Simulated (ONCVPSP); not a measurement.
# Pseudopotential generation for Si: ONCV, PBEsol

Do these settings give a usable potential? It is generated, then checked for transferability, scattering, ghosts and hardness.

Program: ONCVPSP 4.0.1. Reference atom: PBEsol, scalar-relativistic, spherical and spin-unpolarised. All values are calculated.

**1. The design**

The settings as typed:

* element: silicon (Si, Z = 14)
* type: optimised norm-conserving Vanderbilt (ONCV)
* frozen core: [Ne]
* valence charge: 4
* reference configuration: 3s2 3p1 (charge +1)
* partial waves: 3s: rc 1.90 bohr, ncon 4, nbas 9, qcut 3.4 1/bohr, 2 projectors, debl 3.6 Ha; 3p: rc 1.50 bohr, ncon 4, nbas 8, qcut 5.3 1/bohr, 2 projectors, debl 2.8 Ha; d scattering state at 0.2 Ha: rc 1.45 bohr, ncon 3, nbas 6, qcut 6.7 1/bohr, 2 projectors, debl 3.3 Ha
* local potential: polynomial inside 1.10 bohr (lpopt 5, dvloc0 3 Ha)
* core correction: Teter function, fcfact 5.5, rcfact 1.55

**2. The generation run**

File Si.dat:

```
# ATOM AND REFERENCE CONFIGURATION
# atsym  z   nc   nv     iexc    psfile
  Si 14.00    3    2  -116133      upf
#
#   n    l    f
    1    0    2.00
    2    0    2.00
    2    1    6.00
    3    0    2.00
    3    1    1.00
#
# PSEUDOPOTENTIAL AND OPTIMIZATION
# lmax
    2
#
#   l,   rc,      ep,       ncon, nbas, qcut
    0    1.90    0.00    4    9    3.40
    1    1.50    0.00    4    8    5.30
    2    1.45    0.20    3    6    6.70
#
# LOCAL POTENTIAL
# lloc, lpopt,  rc(5),   dvloc0
    4    5    1.10    3.00
#
# VANDERBILT-KLEINMAN-BYLANDER PROJECTORs
# l, nproj, debl
    0    2    3.60
    1    2    2.80
    2    2    3.30
#
# MODEL CORE CHARGE
# icmod, fcfact, rcfact
    3    5.50    1.55
#
# LOG DERIVATIVE ANALYSIS
# epsh1, epsh2, depsh
   -2.00    5.00    0.02
#
# OUTPUT GRID
# rlmax, drl
    6.00    0.01
#
# TEST CONFIGURATIONS
# ncnf
    4
# nvcnf
#   n    l    f
    2
    3    0    2.00
    3    1    2.00
#
    2
    3    0    2.00
    3    1    0.00
#
    2
    3    0    1.00
    3    1    0.00
#
    2
    3    0    1.00
    3    1    2.00
#
```

Launch:

```sh
$ oncvpsp.x < Si.dat > Si.out
```

Output in Si.out (without the consistency checks and plot data):

```text
ONCVPSP  (Optimized Norm-Conservinng Vanderbilt PSeudopotential)
scalar-relativistic version 4.0.1

#   n    l    f        energy (Ha)
    1    0    2.00    -6.5855090E+01
    2    0    2.00    -5.4616836E+00
    2    1    6.00    -3.8561756E+00
    3    0    2.00    -6.9776342E-01
    3    1    1.00    -4.2727566E-01

Reference configufation results
  iterations    27
  all-electron total energy (Ha)   -2.89015148D+02

Begin loop to  construct optimized pseudo wave functions
and semi-local pseudopoentials for all angular momenta

   Wellstate for l =  0  n =  5
     eigenvalue =   2.9022
     asymptotic potential =   3.4022
     half-point radius =  3.0167

Calculating optimized projector #   1

 for l=   0

    Fraction of norm inside rc  0.469047
    Optimizing pswf for qcut=   3.40 a_B^-1,  ecut=   5.77 Ha
    Residual kinetic energy error=  2.37D-03 Ha

    Energy error per electron        Cutoff
         Ha          eV             Ha
         0.01000     0.27211        4.13
         0.00100     0.02721       10.55
         0.00010     0.00272       57.26
         0.00001     0.00027       68.17

Calculating optimized projector #   2

 for l=   0

    Fraction of norm inside rc  0.120738
    Optimizing pswf for qcut=   3.40 a_B^-1,  ecut=   5.77 Ha
    Residual kinetic energy error=  1.11D-01 Ha

    Energy error per electron        Cutoff
         Ha          eV             Ha
         0.01000     0.27211       14.01
         0.00100     0.02721       68.12
         0.00010     0.00272       84.26
         0.00001     0.00027       97.36

   Wellstate for l =  1  n =  5
     eigenvalue =   2.3727
     asymptotic potential =   2.8727
     half-point radius =  3.3340

Calculating optimized projector #   1

 for l=   1

    Fraction of norm inside rc  0.145833
    Optimizing pswf for qcut=   5.29 a_B^-1,  ecut=  14.00 Ha
    Residual kinetic energy error=  4.80D-04 Ha

    Energy error per electron        Cutoff
         Ha          eV             Ha
         0.01000     0.27211        2.28
         0.00100     0.02721        4.02
         0.00010     0.00272       74.36
         0.00001     0.00027       93.58

Calculating optimized projector #   2

 for l=   1

    Fraction of norm inside rc  0.102907
    Optimizing pswf for qcut=   5.29 a_B^-1,  ecut=  14.00 Ha
    Residual kinetic energy error=  2.77D-02 Ha

    Energy error per electron        Cutoff
         Ha          eV             Ha
         0.01000     0.27211       37.36
         0.00100     0.02721      112.35
         0.00010     0.00272      128.13
         0.00001     0.00027      187.33

   Wellstate for l =  2  n =  4
     eigenvalue =   0.2000
     asymptotic potential =   0.7000
     half-point radius =  7.9656

   Wellstate for l =  2  n =  5
     eigenvalue =   3.5000
     asymptotic potential =   4.0000
     half-point radius =  2.8906

Calculating optimized projector #   1

 for l=   2

    Fraction of norm inside rc  0.057592
    Optimizing pswf for qcut=   6.70 a_B^-1,  ecut=  22.43 Ha
    Residual kinetic energy error=  7.15D-05 Ha

    Energy error per electron        Cutoff
         Ha          eV             Ha
         0.01000     0.27211        8.64
         0.00100     0.02721       15.70
         0.00010     0.00272       21.58
         0.00001     0.00027       58.41

Calculating optimized projector #   2

 for l=   2

    Fraction of norm inside rc  0.121753
    Optimizing pswf for qcut=   6.70 a_B^-1,  ecut=  22.43 Ha
    Residual kinetic energy error=  5.89D-03 Ha

    Energy error per electron        Cutoff
         Ha          eV             Ha
         0.01000     0.27211       20.83
         0.00100     0.02721       34.47
         0.00010     0.00272       76.63
         0.00001     0.00027       93.66

Construct Vanderbilt / Kleinmman-Bylander projectors

B matrix Hermiticity error, ll=   0
   1   2   -1.5221E-04

  Orthonormal projector coefficients  6.7537E+00  1.6154E+00

B matrix Hermiticity error, ll=   1
   1   2   -9.7477E-05

  Orthonormal projector coefficients  2.8212E+01  1.3339E+00

B matrix Hermiticity error, ll=   2
   1   2    5.5779E-05

  Orthonormal projector coefficients -4.1793E+00 -1.1494E+00

Model core correction analysis
  based on d2Exc/dn_idn_j

d2excae - all-electron derivatives

   -4.416273D-02   -3.777496D-02
   -3.777455D-02   -3.738444D-02

d2excps - pseudofunction derivatives with no core correction

   -4.750011D-02   -3.979614D-02
   -3.979793D-02   -3.862675D-02

rms 2nd derivative error    2.283677E-03

rmatch, rhocmatch    1.2126    0.6098

Teter function model core charge with specified parameters

d2excps - pseudofunction derivatives with core correction

   -3.821566D-02   -3.440332D-02
   -3.440102D-02   -3.550798D-02

rms 2nd derivative error    3.925476E-03

Pseudoatom total energy   -3.507089

Diagnostic tests using Vanderbilt-Kleinman-Bylander pseudopotentials
  1 or more projectors used as specified by nproj input data

   l    rcore       rmatch      e in        delta e   norm test  slope test

   0   1.9105873   1.9685968  -0.6977634  -0.0000023   1.0000185   1.0000349
   0   1.9105873   1.9685968   2.9022366   0.0000559   1.0001963   1.0001963

   1   1.5039994   1.5496640  -0.4272757   0.0000037   1.0000257   1.0000204
   1   1.5039994   1.5496640   2.3727243   0.0000088   1.0001931   1.0001931

   2   1.4509745   1.4950292   0.2000000  -0.0001173   1.0000290   1.0000290
   2   1.4509745   1.4950292   3.5000000  -0.0000045   1.0002191   1.0002191

 Testing for bound ghosts
   n   l    E NL Schr. Eq   E Basis Diag.   E Cutoff

   1   0       -0.697766       -0.696308     95.17

   2   1       -0.427272       -0.388115    132.54

 Testing for highly-localized positive-energy ghosts
       l    <radius>/rc     E Basis Diag.   E Cutoff

       0        0.723847        5.154159     95.17  WARNING - GHOST(+)

       1        0.959360      124.854579    132.54  WARNING - GHOST(+)

Test configuration 0

   n   l     f        eae           eps        diff
   1   0  2.0000  -65.85509005
   2   0  2.0000   -5.46168358
   2   1  6.0000   -3.85617563
   3   0  2.0000   -0.69776342   -0.69776573   -2.32D-06
   3   1  1.0000   -0.42727566   -0.42727194    3.73D-06

    Total energies and differences
      AE_ref= -2.89015148D+02  AE_tst= -2.89015148D+02  dif=  0.00D+00
      PS_ref= -3.50708887D+00  PS_tst= -3.50708887D+00  dif=  8.88D-16
      PSP excitation error= -8.88D-16

Test configuration 1

   n   l     f        eae           eps        diff
   1   0  2.0000  -65.49952994
   2   0  2.0000   -5.11285586
   2   1  6.0000   -3.50679635
   3   0  2.0000   -0.39574212   -0.39571015    3.20D-05
   3   1  2.0000   -0.14909905   -0.14928829   -1.89D-04

    Total energies and differences
      AE_ref= -2.89015148D+02  AE_tst= -2.89298588D+02  dif= -2.83D-01
      PS_ref= -3.50708887D+00  PS_tst= -3.79065283D+00  dif= -2.84D-01
      PSP excitation error=  1.24D-04

Test configuration 2

   n   l     f        eae           eps        diff
   1   0  2.0000  -66.30401442
   2   0  2.0000   -5.89530211
   2   1  6.0000   -4.29091652
   3   0  2.0000   -1.04697095   -1.04809436   -1.12D-03

    Total energies and differences
      AE_ref= -2.89015148D+02  AE_tst= -2.88428498D+02  dif=  5.87D-01
      PS_ref= -3.50708887D+00  PS_tst= -2.92037673D+00  dif=  5.87D-01
      PSP excitation error= -6.19D-05

Test configuration 3

   n   l     f        eae           eps        diff
   1   0  2.0000  -66.88270714
   2   0  2.0000   -6.44913824
   2   1  6.0000   -4.84567748
   3   0  1.0000   -1.44638062   -1.45773345   -1.14D-02

    Total energies and differences
      AE_ref= -2.89015148D+02  AE_tst= -2.87182718D+02  dif=  1.83D+00
      PS_ref= -3.50708887D+00  PS_tst= -1.66939725D+00  dif=  1.84D+00
      PSP excitation error= -5.26D-03

Test configuration 4

   n   l     f        eae           eps        diff
   1   0  2.0000  -65.91500885
   2   0  2.0000   -5.52034372
   2   1  6.0000   -3.91427700
   3   0  1.0000   -0.72442763   -0.72591256   -1.48D-03
   3   1  2.0000   -0.45040159   -0.45096651   -5.65D-04

    Total energies and differences
      AE_ref= -2.89015148D+02  AE_tst= -2.88742868D+02  dif=  2.72D-01
      PS_ref= -3.50708887D+00  PS_tst= -3.23434670D+00  dif=  2.73D-01
      PSP excitation error= -4.62D-04
```

Run time: 3.4 s. Hardware: 1 thread of AMD EPYC 9R45, shared host.

Partial waves on a coarse radial grid (AE all-electron, PS pseudo):

```
r (bohr)    3s AE   3s PS
   0.095   0.1403  0.0293
   0.190  -0.1123  0.0609
   0.285  -0.2990  0.0957
   0.380  -0.3571  0.1335
   0.475  -0.3152  0.1737
   0.570  -0.2125  0.2169
   0.665  -0.0798  0.2643
   0.760   0.0617  0.3164
   0.855   0.1988  0.3723
   0.950   0.3239  0.4294
   1.045   0.4333  0.4850
   1.140   0.5255  0.5381
   1.235   0.6009  0.5891
   1.330   0.6603  0.6382
   1.425   0.7048  0.6837
   1.520   0.7357  0.7217
   1.615   0.7545  0.7481
   1.710   0.7628  0.7611
   1.805   0.7621  0.7619
   1.900   0.7537  0.7537
   1.995   0.7391  0.7391
   2.090   0.7195  0.7195
   2.185   0.6959  0.6958
   2.280   0.6692  0.6692
   2.375   0.6404  0.6404
   2.470   0.6100  0.6100
```

Densities times 4π (e/bohr³); a dash where the program caps the true core:

```
r (bohr)  pseudo valence  true core  model core
   0.095          0.1919          –       3.327
   0.285          0.2424          –       3.118
   0.475          0.3127          –       2.737
   0.665          0.3908          –       2.247
   0.855           0.486          –       1.719
   1.045          0.5607      1.779       1.222
   1.235           0.598     0.5289      0.8026
   1.425          0.6137     0.1591       0.483
   1.615          0.5795    0.04857      0.2636
   1.805           0.492    0.01494      0.1282
   1.995          0.3903   0.004643     0.05421
   2.185          0.2978   0.001456     0.01907
   2.375           0.221    0.00046    0.005118
```

**3. The configuration tests of the same run**

The tests as a table, with energies relative to 3s2 3p1.

```tsv
valence configuration	charge	ΔE all-electron (eV)	error AE − PS (meV)
3s2 3p2	0	-7.713	+3.4
3s2 3p0	+2	15.964	-1.7
3s1 3p0	+3	49.863	-143
3s1 3p2	+1	7.409	-13
```

**4. Logarithmic derivatives**

Taken from the files of the generation run. The phase is arctan(r·R′/R) of the radial function R, unwrapped, with energies in Ha. A pole is an energy at which the radial function vanishes at the test radius. The pseudo phase is shifted by a multiple of π to meet the all-electron one at the reference energy. Levels narrower than the energy grid can be missing from the poles. The last column is the largest difference on the grid between −0.5 and +0.5 Ha.

| channel | radius (bohr) | reference (Ha) | poles AE | poles PS | window around the reference with phases within 0.05 rad (Ha) | largest difference near zero (rad) |
| --- | --- | --- | --- | --- | --- | --- |
| s | 1.93 | -0.70 | 0.87 | 0.86 | below 3.5 | 0.001 |
| p | 1.52 | -0.43 | 3.44 | 3.40 | below 4.7 | 0.003 |
| d | 1.47 | 0.20 | 3.26 | 3.26 | the whole range | 0.000 |

Phases (rad) along the scan:

```
E (Ha)    p AE    p PS    d AE    d PS
 -1.98   1.012   0.993   1.069   1.069
 -1.62   0.894   0.881   1.000   1.000
 -1.26   0.721   0.713   0.903   0.903
 -0.90   0.452   0.449   0.762   0.762
 -0.54   0.056   0.056   0.545   0.545
 -0.18  -0.401  -0.402   0.213   0.213
  0.18  -0.771  -0.773  -0.227  -0.227
  0.54  -1.015  -1.018  -0.648  -0.648
  0.90  -1.174  -1.176  -0.948  -0.948
  1.26  -1.281  -1.283  -1.144  -1.144
  1.62  -1.358  -1.359  -1.275  -1.275
  1.98  -1.417  -1.417  -1.368  -1.368
  2.34  -1.464  -1.464  -1.439  -1.439
  2.70  -1.503  -1.504  -1.496  -1.496
  3.06  -1.538  -1.539  -1.545  -1.545
  3.42  -1.569  -1.573  -1.590  -1.590
  3.78  -1.598  -1.607  -1.633  -1.633
  4.14  -1.627  -1.644  -1.678  -1.678
  4.50  -1.658  -1.690  -1.728  -1.728
  4.86  -1.690  -1.756  -1.788  -1.788
```

**5. Convergence and ghost test**

Read off the output, the cutoffs (Ha) at which the residual kinetic energy of the hardest occupied pseudo-wave falls to 1 and 0.1 mHa per electron: 11 Ha and 74 Ha.

The program's own ghost test: no bound ghost flagged; GHOST(+) flagged for s at 140.3 eV, p at 3397.5 eV.

Cutoff (Ha) at which the first wave of each channel reaches a given error (Ha per electron):

```
  error     s     p     d
1.0e-02   4.1   2.3   8.6
3.2e-03   5.5   2.9  12.4
1.0e-03  10.6   4.0  15.7
3.2e-04  33.5  25.6  18.7
1.0e-04  57.3  74.4  21.6
3.2e-05  63.4  86.1  33.3
1.0e-05  68.2  93.6  58.4
```

**6. What came out**

| quantity | value |
| --- | --- |
| cutoffs for 1 and 0.1 mHa per electron, occupied waves | 11 Ha and 74 Ha |
| bound ghosts | none found |
| GHOST(+) flags | s at 140 eV (1 near or above the test basis's cutoff) |
| largest test error (AE − PS) | -143 meV, for 3s1 3p0 |
| largest phase difference near zero energy, channels read | 0.003 rad |
| rms error of d²Exc/dn², without and with the model core | 2.28 and 3.93 mHa |

By total energies transferability is fair for so large an energy: the largest error is 143 meV on 49.9 eV, for 3s1 3p0. That test lies far up in energy; among those under 40 eV, nearer to bonding, the largest error is 13 meV. The potential is soft on the atom at that tolerance: the looser tolerance needs 11 Ha. The tighter tolerance needs 74 Ha, and converged work needs a cutoff nearer that. At the looser tolerance the 3s wave is the slowest; 3p needs 4 Ha. That counts occupied waves only; other projectors can need more. The program's ghost test flags no bound state. Near zero energy the phases of the channels with partial waves agree within 0.003 rad. The program also flags highly localised states, GHOST(+) (s). These are tests on the free atom; a crystal test is still owed.
